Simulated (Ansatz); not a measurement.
**SiH2Br− (SMILES [SiH2-]Br): levels of theory compared**

We compute a comparison of 6 runs (HF/STO-3G, B3LYP/STO-3G, HSE06/STO-3G, PBE0/STO-3G, CCSDT(Q)/STO-3G, CCSD(T)/STO-3G) of SiH2Br−. 

The calculation is run with Ansatz 0.2.0.

4 further runs of the same task are left out: 2 that didn't finish, 2 set aside as unsound or not needed.

## (1) The structure to begin with

SiH2Br−: 4 atoms, total charge -1, spin state singlet. As SMILES, `[SiH2-]Br`. The H3–Si1 distance was set to 2.245 Å, away from the relaxed value. At this shape a bond of the SMILES string is far longer than usual.

Bond lengths: Si1–Br2 2.425 Å, Si1–H4 1.496 Å. Angles: Br2–Si1–H4 94.3°. A long bond or contact: Si1–H3 2.245 Å.

## (2) A single-point energy at HF/STO-3G (run 1)

job.yaml reads:

```yaml
crystal:
  periodic: [false, false, false]
  atoms:
    - symbol: Si
      position_ang: [0.316983, -0.249525, -1.159781]
    - symbol: Br
      position_ang: [2.196653, -0.177875, 0.370699]
    - symbol: H
      position_ang: [-1.209900, -0.529990, 0.461390]
    - symbol: H
      position_ang: [0.223093, 1.237845, -1.293431]
basis:
  gaussian:
    orbitals: STO-3G
total_charge: -1
hamiltonian:
  xc: hf
accuracy: high
```

Command:

```bash
$ ansatz run job.yaml --threads 1 --pin off --max-ram 2610MiB --events-out events.jsonl --progress --plain --runs-dir runs
```

The log of the run:

```text
Warning: RAYON_NUM_THREADS=1 ignored (pool sized by the plan → 1); use --threads N
Functional definition: HF
  name "HF"
  exchange = exact_x
  correlation = 0
410 factors; integrals over basis functions are off by at most 9.9e-9 eV
mean field evaluation 1: about -77038.8117 eV, gradient 1.4e1 eV
mean field evaluation 2: about -77038.8616 eV, gradient 1.4e1 eV
mean field evaluation 4: about -77040.5653 eV, gradient 8.6e-1 eV
mean field evaluation 8: about -77040.5698 eV, gradient 2.6e-5 eV
mean field -77040.56977131 eV, -2831.1887191220 hartree, gradient 8.0e-9 eV, S^2 0.000000; 0 other end points of the search recorded, 0 dependent functions left out
reference -77040.56977131 eV, -2831.1887191220 hartree; 26, 26 occupied and 3, 3 virtual orbitals, 410 factors
Total energy: -77040.56977131 eV, -2831.1887191220 hartree
```

Run time: 0.24 s. Hardware: 1 thread of Arm Neoverse V1, shared host.

## (3) A single-point energy at B3LYP/STO-3G (run 2)

molecule.yaml reads:

```yaml
crystal:
  periodic: [false, false, false]
  atoms:
    - {symbol: Si, position_ang: [0.316983, -0.249525, -1.159781]}
    - {symbol: Br, position_ang: [2.196653, -0.177875, 0.370699]}
    - {symbol: H, position_ang: [-1.209900, -0.529990, 0.461390]}
    - {symbol: H, position_ang: [0.223093, 1.237845, -1.293431]}
basis:
  gaussian:
    orbitals: STO-3G
total_charge: -1
hamiltonian:
  xc: {name: B3LYP}
accuracy: high
```

Command:

```bash
$ ansatz run molecule.yaml --threads 1 --pin off --max-ram 2610MiB --events-out events.jsonl --progress --plain --runs-dir runs
```

The log of the run:

```text
Warning: RAYON_NUM_THREADS=1 ignored (pool sized by the plan → 1); use --threads N
Functional definition: B3LYP
  name "B3LYP"
  parameter a0 = 0.2
  parameter ax = 0.72
  parameter ac = 0.81
  exchange = (1 - a0 - ax)*slater_x + ax*b88_x + a0*exact_x
  correlation = (1 - ac)*vwn_rpa_c + ac*lyp_c
410 factors; integrals over basis functions are off by at most 9.9e-9 eV
mean field evaluation 1: about -77090.7151 eV, gradient 2.0e1 eV
mean field evaluation 2: about -77083.8834 eV, gradient 3.7e1 eV
mean field evaluation 4: about -77093.6236 eV, gradient 4.5e-1 eV
mean field evaluation 8: about -77093.5964 eV, gradient 8.5e-3 eV
mean field evaluation 16: about -77093.5964 eV, gradient 5.2e-8 eV
mean field -77093.59640947 eV, -2833.1374121314 hartree, gradient 5.3e-8 eV, S^2 0.000000; 0 other end points of the search recorded, 0 dependent functions left out
reference -77093.59643740 eV, -2833.1374131578 hartree; 26, 26 occupied and 3, 3 virtual orbitals, 410 factors
Total energy: -77093.59643740 eV, -2833.1374131578 hartree
```

Run time: 1.3 s. Hardware: 1 thread of Arm Neoverse V1, shared host; peak memory 0.099 GiB.

Runs 3 to 4 aren't shown in full; the table further down has their settings and results.

## (4) The energy at CCSDT(Q)/STO-3G (run 5)

run.yaml reads:

```yaml
crystal:
  periodic: [false, false, false]
  atoms:
    - symbol: Si
      position_ang: [0.316983, -0.249525, -1.159781]
    - symbol: Br
      position_ang: [2.196653, -0.177875, 0.370699]
    - symbol: H
      position_ang: [-1.209900, -0.529990, 0.461390]
    - symbol: H
      position_ang: [0.223093, 1.237845, -1.293431]
basis:
  gaussian:
    orbitals: STO-3G
total_charge: -1
correlation:
  method: ccsdt_q
  frozen_orbitals: {Br: 9, H: 0, Si: 5}
accuracy: high
scf:
  omitted_lower_state_checks: [cluster_reference, increment]
```

Command:

```bash
$ ansatz run run.yaml --threads 1 --pin off --max-ram 2610MiB --events-out events.jsonl --progress --plain --runs-dir runs
```

The log of the run, cut to the lines that bear on the results:

```text
Warning: RAYON_NUM_THREADS=1 ignored (pool sized by the plan → 1); use --threads N
[... 2 set-up lines as earlier in the session ...]
[...]
410 factors; integrals over basis functions are off by at most 9.9e-9 eV
[...]
mean field -77040.56977131 eV, -2831.1887191220 hartree, gradient 8.0e-9 eV, S^2 0.000000; 0 other end points of the search recorded, 0 dependent functions left out; unrestricted orbitals would lower it
14 core orbitals not correlated: weight in the atoms' cores, before any rotation towards them, 1.000 or more for the frozen orbitals, at most 0.000 for the correlated occupied ones
reference -77040.56977131 eV, -2831.1887191220 hartree; 12, 12 occupied and 3, 3 virtual orbitals, 410 factors
second order -1.40143858 eV of doubles, -0.00000000 eV of singles
cycle   1  -1.79543860 eV  change   -3.9e-1 eV  update   9.1e-2
[...]
cycle  24  -2.16631723 eV  change  -3.1e-10 eV  update   1.7e-9
perturbative correction 0.00389403 eV, 0.0001431029 hartree
Total energy: -77042.73219451 eV, -2831.2681867089 hartree
Checks for a lower state left out: cluster_reference, increment
```

Wall time 0.58 s (1 thread of Arm Neoverse V1, shared host).

## (5) A single-point energy at CCSD(T)/STO-3G (run 6)

input.yaml reads:

```yaml
crystal:
  periodic: [false, false, false]
  atoms:
    - symbol: Si
      position_ang: [0.316983, -0.249525, -1.159781]
    - symbol: Br
      position_ang: [2.196653, -0.177875, 0.370699]
    - symbol: H
      position_ang: [-1.209900, -0.529990, 0.461390]
    - symbol: H
      position_ang: [0.223093, 1.237845, -1.293431]
basis:
  gaussian: {orbitals: STO-3G}
total_charge: -1
correlation: {method: ccsd_t, frozen_orbitals: {Br: 9, H: 0, Si: 5}}
accuracy: high
scf: {omitted_lower_state_checks: [cluster_reference, increment]}
```

Command:

```bash
$ ansatz run input.yaml --threads 1 --pin off --max-ram 2610MiB --events-out events.jsonl --progress --plain --runs-dir runs
```

The log of the run, cut to the lines that bear on the results:

```text
Warning: RAYON_NUM_THREADS=1 ignored (pool sized by the plan → 1); use --threads N
[... 2 set-up lines as earlier in the session ...]
[...]
410 factors; integrals over basis functions are off by at most 9.9e-9 eV
[...]
mean field -77040.56977131 eV, -2831.1887191220 hartree, gradient 8.0e-9 eV, S^2 0.000000; 0 other end points of the search recorded, 0 dependent functions left out; unrestricted orbitals would lower it
14 core orbitals not correlated: weight in the atoms' cores, before any rotation towards them, 1.000 or more for the frozen orbitals, at most 0.000 for the correlated occupied ones
reference -77040.56977131 eV, -2831.1887191220 hartree; 12, 12 occupied and 3, 3 virtual orbitals, 410 factors
second order -1.40143858 eV of doubles, -0.00000000 eV of singles
cycle   1  -1.79543861 eV  change   -3.9e-1 eV  update   8.9e-2
[...]
cycle  21  -2.14158873 eV  change    2.0e-9 eV  update  6.9e-10
perturbative correction -0.01943240 eV, -0.0007141274 hartree
Total energy: -77042.73079244 eV, -2831.2681351837 hartree
Checks for a lower state left out: cluster_reference, increment
```

Wall time 0.34 s (1 thread of Arm Neoverse V1, shared host).

## (6) All runs side by side

```
run            level  frozen core orbitals   energy (Eh)  wall time
  1        HF/STO-3G                     –  -2831.188719     0.24 s
  2     B3LYP/STO-3G                     –  -2833.137413      1.3 s
  3     HSE06/STO-3G                     –  -2832.792594        2 s
  4      PBE0/STO-3G                     –  -2832.798652      1.4 s
  5  CCSDT(Q)/STO-3G                    14  -2831.268187     0.58 s
  6   CCSD(T)/STO-3G                    14  -2831.268135     0.34 s
```

## (7) What came out

```
                                           quantity           value
                                run 6: total energy  -2831.26814 Eh
run 6: correlation energy (14 core orbitals frozen)       -79.4 mEh
                              run 6: (T) correction       -0.71 mEh
                               run 6: T1 diagnostic           0.017
```

**Reading.** Below the HF energy at the same shape and in the same basis (STO-3G): CCSDT(Q) -79.5 mEh; CCSD(T) -79.4 mEh. Totals of different functionals can't be ranked against each other. In runs 5, 6 the log says that unrestricted orbitals would lower the reference, so the values rest on an unstable closed-shell determinant (other closed-shell runs at this shape may share the fault). In runs 1, 2, 3, 4, 5, 6 the basis is minimal, so the values are rough. All runs together took 5.8 s, the longest 2 s.
